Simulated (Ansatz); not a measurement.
# F3GeH3Si: a ladder of functionals and wavefunction methods

The task here is to estimate one member of a computed series from the others.

The runs use Ansatz 0.2.0, Gaussian basis; functionals in def2-TZVPP, the program's frozen cores in correlated methods.

Plan: LDA (SPW92), PBE-D4, revPBE-D4, BLYP-D4, r2SCAN-D4, B97M-V, PBE0-D4, B3LYP-D4, r2SCANh-D4, r2SCAN0-D4, HSE06-D4, BHLYP-D4, CAM-B3LYP-D4, LC-ωPBE, ωB97X-V, ωB97M-V, B2PLYP, PBE-QIDH; CCSD(T)/def2-SVP; CCSD(T)/def2-TZVPP; MP2/def2-QZVPP; extrapolation to the limit; RPA on PBE.

### Structure used throughout

An earlier PBE0-D4 in a triple-zeta def2 set relaxation fixed the geometry.

8 atoms, charge 0, spin multiplicity 1.

Atoms are counted from 1 here; the program's logs count them from 0.

Bond lengths: F1–Si2 1.581 Å, Si2–F3 1.581 Å, Si2–F4 1.581 Å, Si2–Ge5 2.364 Å, Ge5–H6 1.533 Å, Ge5–H7 1.533 Å, Ge5–H8 1.533 Å. Angles: F1–Si2–F3 107.0°, F1–Si2–F4 107.0°, F1–Si2–Ge5 111.9°, F3–Si2–F4 107.0°, F3–Si2–Ge5 111.9°, F4–Si2–Ge5 111.9°, Si2–Ge5–H6 109.1°, Si2–Ge5–H7 109.1°, Si2–Ge5–H8 109.1°, H6–Ge5–H7 109.8°, H6–Ge5–H8 109.9°, H7–Ge5–H8 109.8°.

The first run:

Input file in.yaml:

```yaml
crystal:
  periodic: [false, false, false]
  atoms:
    - {symbol: F, position_ang: [1.798406, -0.601907, 1.268659]}
    - {symbol: Si, position_ang: [0.575256, -0.950491, 0.329259]}
    - {symbol: F, position_ang: [-0.359359, -1.938631, 1.135502]}
    - {symbol: F, position_ang: [1.152933, -1.760466, -0.899669]}
    - {symbol: Ge, position_ang: [-0.584346, 0.989956, -0.362396]}
    - {symbol: H, position_ang: [-1.100226, 1.733465, 0.874669]}
    - {symbol: H, position_ang: [-1.763232, 0.579465, -1.251789]}
    - {symbol: H, position_ang: [0.372568, 1.891610, -1.150135]}
basis:
  gaussian: {orbitals: def2-TZVPP}
hamiltonian: {xc: lda}
output: {orbitals: {seedname: orbitals}}
```

The run is started by

```bash
> ansatz run in.yaml --threads 4 --pin off --events-out ev --progress --plain --max-ram 10444MiB
```

Steps of the session up to this table: LDA; PBE-D4 (GGA); revPBE-D4 (GGA); BLYP-D4 (GGA); r2SCAN-D4 (meta-GGA); B97M-V (meta-GGA); B3LYP-D4 (hybrid); r2SCANh-D4 (hybrid); r2SCAN0-D4 (hybrid); HSE06-D4 (hybrid); BHLYP-D4 (hybrid); CAM-B3LYP-D4 (range-separated); LC-ωPBE (range-separated); ωB97X-V (range-separated); ωB97M-V (range-separated); B2PLYP (double hybrid); PBE-QIDH (double hybrid).

One table of the session follows, with a row left open; its other results are not shown here.

It belongs to the step «Orbital energies across the functionals». 

```
  functional  HOMO (eV)  gap (eV)
 LDA (SPW92)      -8.13      7.03
      PBE-D4      -7.97      7.11
   revPBE-D4      -7.91      7.15
     BLYP-D4      -7.86      7.14
   r2SCAN-D4      -8.30      7.70
      B97M-V      -8.39      7.65
     PBE0-D4      -9.27      9.23
    B3LYP-D4      -9.06      8.82
  r2SCANh-D4      -8.77      8.46
  r2SCAN0-D4      -9.48      9.60
    HSE06-D4      -8.87      8.45
    BHLYP-D4          ?         ?
CAM-B3LYP-D4     -10.61     11.64
     LC-ωPBE     -11.90     14.09
     ωB97X-V     -11.57     13.63
     ωB97M-V     -11.36     13.17
```

**Question.** Estimate the row for BHLYP-D4.

Worked estimate for «HOMO (eV)». Against the share of exact exchange, BLYP-D4 (0, -7.86), B3LYP-D4 (0.2, -9.06) give a slope of -6.00 per unit share; at 0.5 the line stands at -10.86.

**Answer.** HOMO (eV): -10.48; gap (eV): 11.33. In «HOMO (eV)» the line misses by -0.38.
